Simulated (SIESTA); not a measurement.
The system is CuSn3.

```
CELL_PARAMETERS angstrom
-2.23990 2.23990 4.87070
2.23990 -2.23990 4.87070
2.23990 2.23990 -4.87070
ATOMIC_POSITIONS crystal
Sn 0.50000 0.50000 0.00000
Sn 0.25000 0.75000 0.50000
Sn 0.75000 0.25000 0.50000
Cu 0.00000 0.00000 0.00000
```

The cell comes from a database or a generator and needn't be the stable form of this composition.

Base run:

| Quantity | Value |
| --- | --- |
| Program | SIESTA 5.4.2 |
| Functional | PBE |
| Potentials or basis | PseudoDojo 0.4 standard (PBE files) |
| Basis | DZP (energy shift 0.003 Ry; two zetas on semicore shells) |
| Grid cutoff | 800 Ry |
| Energy shift | 0.003 Ry |
| k mesh | 8 × 8 × 8 |
| Occupations | fermi-dirac, width 0.05 eV |
| Spin | no spin polarisation |

Its results: band gap on the k mesh none (metal or under the smearing width); pressure -0.6 GPa.

Task: The run is repeated on the same cell with these changes: functional from PBE to PBEsol; potentials or basis from PseudoDojo 0.4 standard (PBE files) to PseudoDojo 0.4 standard (PBEsol files). What comes out?

Result: Band gap on the k mesh none (metal or under the smearing width); pressure -3.7 GPa.

Caveats: short orbitals over semicore shells can move pressures by several GPa; the basis of atomic orbitals isn't converged, which shifts pressures, moduli and gaps; spin-orbit coupling is left out, which moves the levels of the heavy elements (some runs).
